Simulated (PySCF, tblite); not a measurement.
# C₉H₁₇Al: geometry, infrared bands and NMR shifts

Aim: predict the infrared bands and NMR shifts of C₉H₁₇Al (`C1CCC([C@H]2CC[CH2][AlH]2)C1`).

Programs: tblite 0.8.0 and PySCF 2.14.0, with density-fitted response routines of our own. Each step states its level of theory. These are calculated values for one molecule in the gas phase, unless marked as measured. Atoms count from 0, in the outputs and in this text.

## (1) Starting geometry

27 atoms, charge 0, multiplicity 1; geometry from: force field or distance geometry start.

Bonds of the start (Å): C0–C1 1.51, C1–C2 1.51, C2–C3 1.53, C3–C4 1.45, C4–C5 1.48, C5–C6 1.46, C6–C7 1.52, C7–Al8 2.02, C3–C9 1.51, C9–C0 1.53, Al8–C4 2.01, C0–H10 1.10, C0–H11 1.12, C1–H12 1.12, C1–H13 1.12, C2–H14 1.11, C2–H15 1.09, C3–H16 1.09, C4–H17 1.12, C5–H18 1.09, C5–H19 1.13, C6–H20 1.13, C6–H21 1.13, C7–H22 1.11, C7–H23 1.10, Al8–H24 1.62, C9–H25 1.11, C9–H26 1.11.

## (2) Optimising the geometry with GFN2-xTB

Job settings and geometry (Å):

```
{"job": {"kind": "relax", "xc": "GFN2-xTB", "basis": "xTB"}, "charge": 0, "multiplicity": 1}
C      2.579400    -0.761500     0.620100
C      2.931100     0.387200    -0.300200
C      1.649700     0.814200    -0.975300
C      0.676400    -0.317100    -0.638900
C     -0.693300     0.097400    -0.889600
C     -1.788600    -0.870100    -0.626300
C     -2.572600    -0.560500     0.571300
C     -3.134200     0.848400     0.499600
Al    -1.317800     1.677300     0.177900
C      1.070900    -0.575000     0.793800
H      3.106300    -0.735800     1.582300
H      2.768000    -1.705400     0.055700
H      3.369000     1.246500     0.263600
H      3.616100     0.032800    -1.115200
H      1.262900     1.771200    -0.558700
H      1.731000     0.859300    -2.064800
H      0.958700    -1.180600    -1.240100
H     -0.783200     0.421000    -1.955800
H     -2.442800    -0.956500    -1.492600
H     -1.279000    -1.865700    -0.445500
H     -2.010300    -0.598600     1.550200
H     -3.414200    -1.307500     0.655600
H     -3.556700     1.202400     1.467100
H     -3.806700     0.972300    -0.367700
H     -0.546200     2.346700     1.436000
H      0.672500    -1.516700     1.232800
H      0.933700     0.300800     1.458500
```

On the command line:

```console
$ OMP_NUM_THREADS=1 python probes_run.py task.json out
```

This one command runs all jobs of the session in turn.

Standard output:

```text
step      E/eV     max force
  0    -787.77095    3.156
  1    -788.19810    1.257
  2    -788.33054    0.959
  3    -788.45672    0.635
  4    -788.50895    0.533
  5    -788.56991    0.534
  6    -788.60630    0.396
  7    -788.62976    0.298
  8    -788.64424    0.197
  9    -788.65647    0.221
 10    -788.66825    0.226
 11    -788.68028    0.246
 12    -788.69243    0.258
 13    -788.70377    0.210
 14    -788.71288    0.191
 15    -788.71997    0.138
 16    -788.72630    0.184
 17    -788.73293    0.192
 18    -788.73966    0.181
 19    -788.74546    0.161
 20    -788.75000    0.134
 21    -788.75398    0.137
 22    -788.75799    0.133
 23    -788.76215    0.134
 24    -788.76627    0.140
 25    -788.77027    0.146
 26    -788.77408    0.144
 27    -788.77730    0.132
 28    -788.77952    0.089
 29    -788.78114    0.079
 30    -788.78276    0.115
 31    -788.78465    0.123
 32    -788.78656    0.111
 33    -788.78812    0.074
 34    -788.78934    0.076
 35    -788.79057    0.085
 36    -788.79200    0.080
 37    -788.79347    0.072
 38    -788.79477    0.067
 39    -788.79597    0.076
 40    -788.79728    0.083
 41    -788.79885    0.086
 42    -788.80075    0.088
 43    -788.80304    0.112
 44    -788.80573    0.134
 45    -788.80855    0.132
 46    -788.81117    0.127
 47    -788.81368    0.114
 48    -788.81650    0.119
 49    -788.81996    0.159
 50    -788.82412    0.232
 51    -788.82826    0.190
 52    -788.83182    0.289
 53    -788.83605    0.206
 54    -788.84069    0.168
 55    -788.84251    0.159
 56    -788.84506    0.118
 57    -788.84730    0.080
 58    -788.84984    0.109
 59    -788.85145    0.124
 60    -788.85315    0.107
 61    -788.85459    0.071
 62    -788.85603    0.070
 63    -788.85708    0.076
 64    -788.85792    0.075
 65    -788.85878    0.065
 66    -788.86040    0.069
 67    -788.86168    0.069
 68    -788.86324    0.065
 69    -788.86432    0.066
 70    -788.86534    0.062
 71    -788.86640    0.069
 72    -788.86745    0.074
 73    -788.86821    0.052
 74    -788.86871    0.044
 75    -788.86913    0.038
 76    -788.86954    0.044
 77    -788.86992    0.039
 78    -788.87026    0.036
 79    -788.87061    0.047
 80    -788.87095    0.044
 81    -788.87124    0.037
 82    -788.87147    0.040
 83    -788.87168    0.036
 84    -788.87192    0.037
 85    -788.87215    0.032
 86    -788.87233    0.022
 87    -788.87244    0.022
 88    -788.87252    0.022
 89    -788.87261    0.029
 90    -788.87273    0.025
 91    -788.87287    0.026
 92    -788.87303    0.026
 93    -788.87317    0.018
 94    -788.87326    0.015
 95    -788.87332    0.014
 96    -788.87338    0.015
 97    -788.87345    0.018
 98    -788.87352    0.015
 99    -788.87357    0.015
100    -788.87361    0.014
101    -788.87366    0.019
102    -788.87375    0.026
103    -788.87385    0.024
104    -788.87394    0.018
105    -788.87401    0.020
106    -788.87408    0.020
107    -788.87417    0.024
108    -788.87427    0.026
109    -788.87439    0.025
110    -788.87450    0.022
111    -788.87464    0.025
112    -788.87480    0.031
113    -788.87494    0.023
114    -788.87503    0.016
115    -788.87510    0.015
116    -788.87517    0.019
117    -788.87525    0.023
118    -788.87534    0.018
119    -788.87541    0.019
120    -788.87547    0.015
121    -788.87551    0.014
122    -788.87556    0.015
123    -788.87561    0.016
124    -788.87567    0.021
125    -788.87575    0.022
126    -788.87582    0.021
127    -788.87588    0.015
128    -788.87593    0.016
129    -788.87597    0.016
130    -788.87600    0.017
131    -788.87604    0.015
132    -788.87607    0.013
133    -788.87610    0.009
```

Wall time 2.9 s (1 thread of Arm Neoverse N1, shared host); peak memory 0.18 GiB.

Relaxation path: (not every step is listed)

```csv
step,energy from step 0 (eV),largest force (eV/Å)
0,0.0000,3.1558
1,-0.4271,1.2572
2,-0.5596,0.9588
3,-0.6858,0.6350
4,-0.7380,0.5332
5,-0.7990,0.5335
6,-0.8354,0.3964
7,-0.8588,0.2978
8,-0.8733,0.1966
20,-0.9791,0.1339
32,-1.0156,0.1115
44,-1.0348,0.1338
56,-1.0741,0.1177
68,-1.0923,0.0650
80,-1.1000,0.0441
92,-1.1021,0.0256
104,-1.1030,0.0177
116,-1.1042,0.0193
128,-1.1050,0.0156
129,-1.1050,0.0155
130,-1.1051,0.0175
131,-1.1051,0.0154
132,-1.1051,0.0130
133,-1.1051,0.0092
```

Close pairs (by a distance rule), those that changed most:

```
   bond  before (Å)  after (Å)  change (Å)
  C3–C4       1.453      1.533      +0.080
Al8–H24       1.621      1.543      -0.077
  C5–C6       1.464      1.540      +0.076
  C4–C5       1.485      1.546      +0.061
 C5–H19       1.133      1.095      -0.038
 C6–H20       1.130      1.092      -0.038
 C6–H21       1.128      1.095      -0.034
 C1–H13       1.122      1.090      -0.032
```

The next job starts from the end point, and lists it.

## (3) Infrared spectrum with GFN2-xTB

Job settings and geometry (Å):

```
{"job": {"kind": "ir", "xc": "GFN2-xTB", "basis": "xTB"}, "charge": 0, "multiplicity": 1}
C      2.445024    -0.605172     0.878603
C      2.969084     0.331517    -0.225042
C      1.740845     0.722186    -1.055022
C      0.673188    -0.332423    -0.748055
C     -0.719640     0.215403    -1.079485
C     -1.878475    -0.783299    -0.854876
C     -2.466149    -0.729579     0.567622
C     -2.847826     0.712939     0.973717
Al    -1.258483     1.657566     0.217402
C      0.923549    -0.597276     0.732493
H      2.758329    -0.284709     1.871454
H      2.820114    -1.618077     0.724302
H      3.454035     1.211126     0.196126
H      3.703945    -0.183652    -0.844110
H      1.346540     1.691992    -0.718101
H      1.964378     0.796500    -2.118308
H      0.875471    -1.249188    -1.316819
H     -0.698596     0.439172    -2.156031
H     -2.682441    -0.532612    -1.553307
H     -1.562222    -1.808040    -1.074062
H     -1.729111    -1.115852     1.274256
H     -3.335192    -1.393614     0.612977
H     -3.080372     0.740903     2.043740
H     -3.784212     0.982894     0.463342
H     -0.614501     3.033431     0.489411
H      0.473375    -1.521554     1.090164
H      0.489448     0.245843     1.301438
```

Standard output:

```text
mode    cm-1     km/mol
  1      26.5      0.08
  2      69.7      0.48
  3      84.5      0.73
  4     100.9      1.45
  5     172.4      0.02
  6     184.1      1.88
  7     237.4      1.83
  8     274.9     14.47
  9     346.7     44.80
 10     395.8     60.38
 11     457.6     20.06
 12     472.3     26.31
 13     515.6    156.60
 14     527.7    116.82
 15     574.6     41.61
 16     607.0     25.80
 17     629.4     21.08
 18     684.2    212.22
 19     798.1      1.77
 20     827.3     10.62
 21     839.4      4.11
 22     877.0      1.39
 23     905.5      2.64
 24     935.8      2.65
 25     965.2      0.71
 26     985.5      7.30
 27     994.7      0.86
 28    1003.7      2.25
 29    1031.7      1.52
 30    1034.4     16.85
 31    1055.1      1.35
 32    1094.3      0.21
 33    1115.7      0.58
 34    1117.3      2.12
 35    1132.3      0.43
 36    1157.5      1.31
 37    1175.4      4.58
 38    1183.9      0.49
 39    1204.1      3.79
 40    1220.8      1.68
 41    1239.6      0.31
 42    1244.9      1.28
 43    1261.2      1.39
 44    1271.4      1.36
 45    1290.7      0.08
 46    1303.2      0.87
 47    1313.4      0.43
 48    1320.1      1.64
 49    1333.9      2.61
 50    1336.9      0.76
 51    1345.3      2.88
 52    1454.3      2.60
 53    1461.8      0.03
 54    1473.1      0.94
 55    1481.0      0.02
 56    1488.4      0.25
 57    1500.9      0.54
 58    1509.9      1.03
 59    1797.2    577.17
 60    2787.1    181.53
 61    2860.5     33.01
 62    2865.1     41.90
 63    2873.9     30.84
 64    2891.1    107.28
 65    2920.2     27.11
 66    2926.3     74.11
 67    2927.2     77.43
 68    2947.6     92.84
 69    2974.2     31.22
 70    2975.0     18.11
 71    2992.3     58.16
 72    3000.2      2.63
 73    3005.8     61.13
 74    3006.5     98.14
 75    3012.2     51.82
```

Run time: 3 s. Hardware: 1 thread of Arm Neoverse N1, shared host; peak memory 0.18 GiB.

The strongest bands and the atoms that carry them (share of the mass-weighted mode):

```
cm⁻¹  km/mol                                  atoms
 516   156.6                      H24 62 %, C4 11 %
 528   116.8  H22 16 %, H23 14 %, H24 13 %, C7 11 %
 684   212.2   Al8 20 %, C4 20 %, C7 15 %, H22 11 %
1797   577.2                               H24 96 %
2787   181.5                               H26 93 %
2891   107.3                               H16 86 %
2948    92.8                     H18 70 %, H19 18 %
3006    98.1           H25 38 %, H10 20 %, H15 18 %
```

## (4) Geometry optimisation at PBE0-D3(BJ)/def2-SVP

Job settings and geometry (Å):

```
{"job": {"xc": "PBE0", "basis": "def2-SVP", "d3": "d3bj", "grid": 1, "shake": 0.01, "kind": "geom"}, "charge": 0, "multiplicity": 1}
C      2.465430    -0.630730     0.882780
C      2.963410     0.326990    -0.227200
C      1.720650     0.719870    -1.063670
C      0.706420    -0.330170    -0.751580
C     -0.722450     0.208720    -1.090040
C     -1.882380    -0.778480    -0.857260
C     -2.456570    -0.731580     0.567860
C     -2.832370     0.718390     0.968660
Al    -1.260310     1.662970     0.236750
C      0.920850    -0.599710     0.742520
H      2.749460    -0.287630     1.880280
H      2.825920    -1.617160     0.731000
H      3.425750     1.221340     0.186530
H      3.687260    -0.180890    -0.837100
H      1.342090     1.681230    -0.717840
H      1.963850     0.810560    -2.110830
H      0.877410    -1.238070    -1.318870
H     -0.707850     0.445010    -2.150210
H     -2.684590    -0.540440    -1.551020
H     -1.587160    -1.801140    -1.069150
H     -1.745500    -1.115240     1.264620
H     -3.327620    -1.413960     0.603830
H     -3.073280     0.752470     2.022160
H     -3.789190     0.986170     0.457250
H     -0.598590     3.021520     0.492960
H      0.462890    -1.507490     1.089950
H      0.485730     0.228660     1.318260
```

Standard output:

```text
step   0  E = -594.75633551  max force = 0.044685
step   1  E = -594.76851278  max force = 0.008327
step   2  E = -594.76916752  max force = 0.002898
step   3  E = -594.76933233  max force = 0.001235
step   4  E = -594.76940609  max force = 0.001172
step   5  E = -594.76947019  max force = 0.000877
step   6  E = -594.76951721  max force = 0.000552
step   7  E = -594.76955446  max force = 0.000685
step   8  E = -594.76956892  max force = 0.000660
step   9  E = -594.76956953  max force = 0.000719
step  10  E = -594.76956943  max force = 0.000545
step  11  E = -594.76957004  max force = 0.000278
optimisation converged
```

Run time: 12 min. Hardware: 1 thread of Arm Neoverse N1, shared host; peak memory 1.1 GiB.

Along the way:

```csv
step,energy from step 0 (eV),largest force component (eV/Å)
0,0.0000,2.2978
1,-0.3314,0.4282
2,-0.3492,0.1490
3,-0.3537,0.0635
4,-0.3557,0.0603
5,-0.3574,0.0451
6,-0.3587,0.0284
7,-0.3597,0.0352
8,-0.3601,0.0339
9,-0.3601,0.0370
10,-0.3601,0.0280
11,-0.3601,0.0143
```

Distances of close pairs at the start and the end, largest changes first:

```
   bond  before (Å)  after (Å)  change (Å)
Al8–H24       1.533      1.595      +0.062
 C4–Al8       2.041      1.985      -0.056
 C0–H11       1.061      1.101      +0.040
  C2–C3       1.493      1.531      +0.038
 C6–H20       1.067      1.103      +0.036
  C3–C4       1.564      1.531      -0.033
 C1–H13       1.074      1.101      +0.026
 C3–H16       1.084      1.110      +0.026
```

The final coordinates are the input of the step that follows.

```
                         at the end point                value
  point group (found at 0.08 Å tolerance)                   C1
rotational constants (GHz, main isotopes)  2.165, 0.712, 0.701
                        dipole moment (D)                 0.63
```

## (5) Shielding tensors: PBE0/pcSseg-1

Job settings and geometry (Å):

```
{"job": {"kind": "nmr", "xc": "PBE0", "basis": "pcSseg-1"}, "charge": 0, "multiplicity": 1}
C      2.835722    -0.098334     1.262359
C      3.410015     0.687922     0.060784
C      2.194408     1.101307    -0.783136
C      1.066609     0.147168    -0.381179
C     -0.326800     0.623388    -0.799798
C     -1.427542    -0.457199    -0.735876
C     -2.057589    -0.618437     0.661529
C     -2.448151     0.745072     1.261035
Al    -1.004449     1.888793     0.571351
C      1.314852     0.007363     1.127048
H      3.199181     0.270923     2.232823
H      3.129720    -1.157727     1.203226
H      3.996111     1.562350     0.380741
H      4.095077     0.053109    -0.521359
H      1.886743     2.132880    -0.532570
H      2.390616     1.087402    -1.866020
H      1.274883    -0.842570    -0.838753
H     -0.258241     1.008067    -1.830572
H     -2.233084    -0.172947    -1.436889
H     -1.049002    -1.433422    -1.093289
H     -1.334736    -1.114494     1.331157
H     -2.919096    -1.306220     0.598194
H     -2.621854     0.702223     2.347352
H     -3.401292     1.095936     0.817184
H     -0.545796     3.363268     0.970391
H      0.780089    -0.830081     1.597216
H      0.968896     0.935328     1.642826
```

Level: GIAO PBE0/pcSseg-1 NMR shielding, non-relativistic, gas phase.

Standard output:

```text
coarse grid: 21944 points
cycle   1  E = -594.8560685598  dE =  1.005e+00  |g| = 5.682e-01  |ddm| = 4.602e+00
cycle   2  E = -594.8021141471  dE =  5.395e-02  |g| = 7.313e-01  |ddm| = 1.315e+00
cycle   3  E = -594.9477413564  dE = -1.456e-01  |g| = 5.838e-02  |ddm| = 8.220e-01
cycle   4  E = -594.9484322861  dE = -6.909e-04  |g| = 2.804e-02  |ddm| = 1.044e-01
cycle   5  E = -594.9486119919  dE = -1.797e-04  |g| = 8.113e-03  |ddm| = 3.559e-02
cycle   6  E = -594.9486273550  dE = -1.536e-05  |g| = 1.565e-03  |ddm| = 8.664e-03
cycle   7  E = -594.9486279419  dE = -5.869e-07  |g| = 4.152e-04  |ddm| = 2.225e-03
final grid: 204088 points
cycle   8  E = -595.0109393399  dE = -5.711e-05  |g| = 1.054e-02  |ddm| = 4.430e-02
cycle   9  E = -595.0109173982  dE =  2.194e-05  |g| = 1.400e-02  |ddm| = 2.474e-02
cycle  10  E = -595.0109695559  dE = -5.216e-05  |g| = 6.796e-04  |ddm| = 1.440e-02
cycle  11  E = -595.0109696460  dE = -9.008e-08  |g| = 2.952e-04  |ddm| = 1.071e-03
cycle  12  E = -595.0109696669  dE = -2.093e-08  |g| = 5.773e-05  |ddm| = 3.306e-04
cycle  13  E = -595.0109696676  dE = -7.003e-10  |g| = 1.885e-05  |ddm| = 8.396e-05
converged SCF energy = -595.0109696676

GIAO shielding tensors (ppm)
atom      isotropic    diamagn.    paramagn.     s11        s22        s33       span
  0 C      155.954     247.070     -91.116    124.456    168.135    175.269     50.813
  1 C      161.009     248.095     -87.086    134.452    172.261    176.316     41.864
  2 C      145.198     248.520    -103.322    113.770    149.652    172.173     58.403
  3 C      133.428     243.723    -110.295    116.913    121.719    161.652     44.738
  4 C      155.644     247.296     -91.652    138.983    150.702    177.248     38.265
  5 C      144.650     246.121    -101.470    126.237    150.048    157.667     31.430
  6 C      155.555     248.453     -92.898    140.742    158.581    167.342     26.600
  7 C      172.651     252.296     -79.645    161.484    170.331    186.138     24.654
  8 Al     249.593     797.359    -547.765    190.684    233.564    324.532    133.848
  9 C      141.005     250.596    -109.591    120.357    137.619    165.039     44.682
 10 H       29.590      28.394       1.196     24.507     27.347     36.916     12.409
 11 H       29.665      29.479       0.186     24.256     27.850     36.890     12.633
 12 H       29.712      27.505       2.207     24.829     27.164     37.142     12.313
 13 H       29.725      28.153       1.572     24.596     27.308     37.272     12.677
 14 H       29.914      31.553      -1.639     25.038     30.176     34.528      9.489
 15 H       29.430      30.683      -1.254     24.708     28.009     35.572     10.864
 16 H       29.857      33.239      -3.381     25.892     29.786     33.894      8.002
 17 H       30.416      33.061      -2.645     23.537     31.544     36.169     12.632
 18 H       29.718      31.712      -1.994     23.911     28.466     36.777     12.866
 19 H       29.320      31.702      -2.382     24.801     28.418     34.742      9.941
 20 H       29.692      32.616      -2.924     25.565     29.068     34.442      8.877
 21 H       29.086      29.977      -0.891     23.429     27.460     36.368     12.939
 22 H       30.600      29.629       0.971     26.178     28.046     37.577     11.399
 23 H       31.488      29.822       1.666     26.355     28.609     39.499     13.145
 24 H       25.426      29.205      -3.779     22.375     23.913     29.990      7.615
 25 H       29.140      32.779      -3.639     23.561     30.280     33.579     10.018
 26 H       31.448      33.332      -1.884     26.036     32.522     35.787      9.751
```

Wall time 2.3 min (1 thread of Arm Neoverse N1, shared host); peak memory 1.3 GiB.

Shifts follow as δ = σ(reference) − σ, with reference shieldings (ppm) from runs at the same level and on the same kind of geometry: ¹H TMS 31.27, ¹³C TMS 184.4, ²⁷Al AlH4- 489.3. The references are single molecules in the gas phase. Shifts against hydride references such as AlH4− lie on their own scale.

| atoms | environment | σ (ppm) | δ (ppm) |
| --- | --- | --- | --- |
| C3 | sp3 CH in a ring | 133.4 | 51.0 |
| C9 | sp3 CH2 in a ring | 141.0 | 43.4 |
| C5 | sp3 CH2 in a ring | 144.7 | 39.8 |
| C2 | sp3 CH2 in a ring | 145.2 | 39.2 |
| C6 | sp3 CH2 in a ring | 155.6 | 28.9 |
| C4 | sp3 CH bonded to Al | 155.6 | 28.8 |
| C0 | sp3 CH2 in a ring | 156.0 | 28.5 |
| C1 | sp3 CH2 in a ring | 161.0 | 23.4 |
| C7 | sp3 CH2 bonded to Al | 172.7 | 11.8 |
| H24 | hydrogen on an aluminium bonded to 2 C, in a 5-membered ring | 25.43 | 5.84 |
| H21 | hydrogen on an sp3 CH2 in a ring | 29.09 | 2.18 |
| H25 | hydrogen on an sp3 CH2 in a ring | 29.14 | 2.13 |
| H19 | hydrogen on an sp3 CH2 in a ring | 29.32 | 1.95 |
| H15 | hydrogen on an sp3 CH2 in a ring | 29.43 | 1.84 |
| H10 | hydrogen on an sp3 CH2 in a ring | 29.59 | 1.68 |
| H11 | hydrogen on an sp3 CH2 in a ring | 29.67 | 1.60 |
| H20 | hydrogen on an sp3 CH2 in a ring | 29.69 | 1.58 |
| H12 | hydrogen on an sp3 CH2 in a ring | 29.71 | 1.56 |
| H18 | hydrogen on an sp3 CH2 in a ring | 29.72 | 1.55 |
| H13 | hydrogen on an sp3 CH2 in a ring | 29.73 | 1.54 |
| H16 | hydrogen on an sp3 CH in a ring | 29.86 | 1.41 |
| H14 | hydrogen on an sp3 CH2 in a ring | 29.91 | 1.35 |
| H17 | hydrogen on an sp3 CH bonded to Al | 30.42 | 0.85 |
| H22 | hydrogen on an sp3 CH2 bonded to Al | 30.60 | 0.67 |
| H26 | hydrogen on an sp3 CH2 in a ring | 31.45 | -0.18 |
| H23 | hydrogen on an sp3 CH2 bonded to Al | 31.49 | -0.22 |
| Al8 | aluminium bonded to 2 C, H, in a 5-membered ring | 249.6 | 239.7 |

Charges from the same density, by scheme (e):

| atoms | Mulliken | IAO | Hirshfeld | ESP fit |
| --- | --- | --- | --- | --- |
| C0 | -0.19 | -0.26 | -0.07 | -0.21 |
| C1 | -0.22 | -0.26 | -0.07 | 0.05 |
| C2 | -0.16 | -0.25 | -0.07 | -0.18 |
| C3 | -0.29 | -0.09 | -0.03 | 0.22 |
| C4 | -0.52 | -0.45 | -0.17 | -0.21 |
| C5 | -0.16 | -0.25 | -0.08 | -0.17 |
| C6 | -0.23 | -0.24 | -0.07 | 0.19 |
| C7 | -0.60 | -0.62 | -0.23 | -0.67 |
| Al8 | 0.87 | 0.81 | 0.49 | 0.69 |
| C9 | -0.25 | -0.24 | -0.06 | -0.07 |

Mayer bond orders: C0–C1 1.02, C1–C2 1.04, C2–C3 1.01, C3–C4 0.98, C4–C5 1.01, C5–C6 1.02, C6–C7 1.01, C7–Al8 0.87, C3–C9 0.99, C9–C0 1.05, Al8–C4 0.82.

Ring of atoms C0, C1, C2, C3, C9: NICS(0) -5.6, NICS(1) -4.2, NICS(1)zz -3.6 ppm (means of both faces).

Ring of atoms C4, C5, C6, C7, Al8: NICS(0) -2.6, NICS(1) -2.5, NICS(1)zz -3.5 ppm (means of both faces).

## (6) Outcome

| quantity | value |
| --- | --- |
| strongest single infrared mode (GFN2-xTB) | 1797 cm⁻¹, 577 km/mol |
| zero-point energy (GFN2-xTB) | 146.4 kcal/mol |
| point group | C1 |
| rotational constants (main isotopes) | 2.17, 0.71, 0.70 GHz |
| ¹³C shifts against TMS (PBE0/pcSseg-1) | 51.0, 43.4, 39.8, 39.2, 28.9, 28.8, 28.5, 23.4, 11.8 ppm |
| ¹H shifts against TMS (PBE0/pcSseg-1) | 5.84, 2.18, 2.13, 1.95, 1.84, 1.68, 1.60, 1.58, 1.56, 1.55, 1.54, 1.41, 1.35, 0.85 ppm and more |
| ²⁷Al shifts against AlH4- (PBE0/pcSseg-1) | 239.7 ppm |

The optimisation took 133 steps and gained 1.105 eV; among the close pairs (by a distance rule), C3–C4 changed most, from 1.453 to 1.533 Å (GFN2-xTB). All 75 modes are real, so the xTB geometry is a minimum. The strongest single mode, at 1797 cm⁻¹, moves mainly H24. GFN2-xTB is a fitted tight-binding method: band positions and strengths are rough. Its intensities can rank the bands wrongly. The optimisation took 11 steps and gained 0.360 eV; among the close pairs (by a distance rule), Al8–H24 changed most, from 1.533 to 1.595 Å (PBE0/def2-SVP). At PBE0/pcSseg-1: The widest tensor belongs to Al8: span 134 ppm, with a paramagnetic part of -548 ppm.
